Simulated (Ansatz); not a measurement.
# F3HSSi: the cost of one run

Computed with Ansatz 0.2.0, Gaussian basis. Level: SPW92/def2-SVP.

1 further run of the same task is left out (it didn't finish).

## 1. The starting structure

The start, a first-order saddle point found at PBE0-D4 in triple zeta: 6 atoms, charge 0, spin multiplicity 1.

Atoms are counted from 1 here; the program's logs count them from 0.

Bond lengths: Si1–F2 1.615 Å, Si1–S3 2.113 Å, Si1–F5 1.599 Å, Si1–F6 1.616 Å, S3–H4 1.342 Å. Angles: F2–Si1–S3 87.7°, F2–Si1–F5 90.0°, F2–Si1–F6 179.8°, S3–Si1–F5 177.7°, S3–Si1–F6 92.5°, F5–Si1–F6 89.8°, Si1–S3–H4 96.6°.

Geometry (Å):

```mol
F3HSSi
  3D, bonds by distance, orders not assigned

  6  5  0  0  0  0  0  0  0  0999 V2000
   -0.0768   -0.4107    0.2901 Si  0  0
    0.1035   -1.7865   -0.5364 F   0  0
    0.3703    0.6221   -1.4982 S   0  0
    0.2675    1.8602   -0.9900 H   0  0
   -0.4080   -1.2480    1.6115 F   0  0
   -0.2564    0.9629    1.1230 F   0  0
  1  2  8  0
  1  3  8  0
  1  5  8  0
  1  6  8  0
  3  4  8  0
M  END
```

## 2. The run

Contents of md/in.yaml:

```yaml
crystal:
  periodic: [false, false, false]
  atoms:
    - {symbol: Si, position_ang: [-0.076771, -0.410658, 0.290140]}
    - {symbol: F, position_ang: [0.103470, -1.786479, -0.536417]}
    - {symbol: S, position_ang: [0.370268, 0.622082, -1.498246]}
    - {symbol: H, position_ang: [0.267491, 1.860244, -0.990046]}
    - {symbol: F, position_ang: [-0.408033, -1.248047, 1.611545]}
    - {symbol: F, position_ang: [-0.256424, 0.962857, 1.123023]}
basis:
  gaussian: {orbitals: def2-SVP}
hamiltonian: {xc: lda}
md: {n_steps: 30, timestep: 0.5, temperature: 300, ensemble: nve, seed: 338, initial_velocities: maxwell_boltzmann}
```

On the command line:

```console
$ ansatz run in.yaml --threads 4 --pin off --events-out ev --progress --plain --max-ram 9574MiB
```

**Question.** How long does this run take on 4 threads of Arm Neoverse V1, shared host?

About 12 s.
